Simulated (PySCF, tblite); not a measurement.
**C₅H₁₁AlO₃: geometry, infrared bands and NMR shifts**

What infrared bands and NMR shifts should C₅H₁₁AlO₃ (`CO/C=[CH]\[Al]([O]C)[O]C`) show?

Computed with tblite 0.8.0 and PySCF 2.14.0, with density-fitted response routines of our own, on a single molecule in the gas phase. Atoms count from 0, in the outputs and in this text.

**1. The molecule as given**

20 atoms, charge 0, multiplicity 1; geometry from: force field or distance geometry start.

Bonds of the start (Å): C0–O1 1.40, O1–C2 1.38, C2–C3 1.34, C3–Al4 1.95, Al4–O5 1.86, O5–C6 1.40, Al4–O7 1.83, O7–C8 1.37, C0–H9 1.11, C0–H10 1.13, C0–H11 1.10, C2–H12 1.08, C3–H13 1.08, C6–H14 1.11, C6–H15 1.09, C6–H16 1.11, C8–H17 1.13, C8–H18 1.10, C8–H19 1.11.

**2. Geometry optimisation with GFN2-xTB**

Job settings and geometry (Å):

```
{"job": {"kind": "relax", "xc": "GFN2-xTB", "basis": "xTB"}, "charge": 0, "multiplicity": 1}
C      2.787800    -0.974800    -0.185500
O      1.862700    -1.235800     0.826400
C      1.208800    -0.187700     1.443000
C      0.221600     0.499600     0.847100
Al    -0.428300     0.096700    -0.948500
O     -0.810200     1.517200    -2.088100
C     -1.293200     2.603900    -1.342500
O     -1.449000    -1.397400    -1.196700
C     -1.945400    -1.928400    -0.031200
H      3.232700    -1.915100    -0.569000
H      2.304600    -0.510500    -1.101400
H      3.592400    -0.329100     0.199000
H      1.479000     0.112100     2.449900
H     -0.253000     1.306400     1.382100
H     -1.203900     2.300400    -0.282200
H     -2.349300     2.807900    -1.528500
H     -0.739700     3.543800    -1.538400
H     -2.016500    -3.049800    -0.167200
H     -2.965500    -1.595900     0.224200
H     -1.240700    -1.653100     0.785200
```

Started as:

```sh
> OMP_NUM_THREADS=1 python probes_run.py task.json out
```

This one command runs all jobs of the session in turn.

**Question.** This job is followed by: GFN2-xTB harmonic vibrations, gas phase; GIAO PBE0/pcSseg-1 NMR shielding, non-relativistic, gas phase. What will the session give for the following? strongest single infrared mode (GFN2-xTB); zero-point energy (GFN2-xTB); ¹³C shifts against TMS (PBE0/pcSseg-1, means over atoms taken as alike); ¹H shifts against TMS (PBE0/pcSseg-1, means over atoms taken as alike); ¹⁷O shifts against H2O (PBE0/pcSseg-1, means over atoms taken as alike); ²⁷Al shifts against AlH4- (PBE0/pcSseg-1); surface potential, 1st and 99th percentile.

**Answer**, as computed:

| quantity | value |
| --- | --- |
| strongest single infrared mode (GFN2-xTB) | 1214 cm⁻¹, 431 km/mol |
| zero-point energy (GFN2-xTB) | 96.5 kcal/mol |
| ¹³C shifts against TMS (PBE0/pcSseg-1, means over atoms taken as alike) | 166.8, 95.4, 56.0, 53.9 ppm |
| ¹H shifts against TMS (PBE0/pcSseg-1, means over atoms taken as alike) | 7.22, 4.38, 4.23, 3.72 ppm |
| ¹⁷O shifts against H2O (PBE0/pcSseg-1, means over atoms taken as alike) | 123.2, 18.1 ppm |
| ²⁷Al shifts against AlH4- (PBE0/pcSseg-1) | -5.7 ppm |
| surface potential, 1st and 99th percentile | -1.14 V and 1.39 V |

**Reading.** The optimisation took 174 steps and gained 2.164 eV; among the close pairs (by a distance rule), Al4–O5 changed most, from 1.861 to 1.655 Å. The lowest mode is imaginary (34i cm⁻¹), so the xTB geometry is not a minimum. The strongest single mode, at 1214 cm⁻¹, is carried by O7, O5, C8, C6. Unscaled tight-binding wavenumbers are off by several per cent, some by more. Its intensities can rank the bands wrongly. C2 (alkene carbon bearing oxygen) lies farthest downfield among carbon, at 166.8 ppm; an sp2 carbon further deshielded by the attached heteroatom. H12 (hydrogen on an alkene carbon bearing oxygen) lies farthest downfield among hydrogen, at 7.22 ppm; olefinic region. At PBE0/pcSseg-1: The largest span, 223 ppm, is at O1, where the paramagnetic term is -181 ppm.
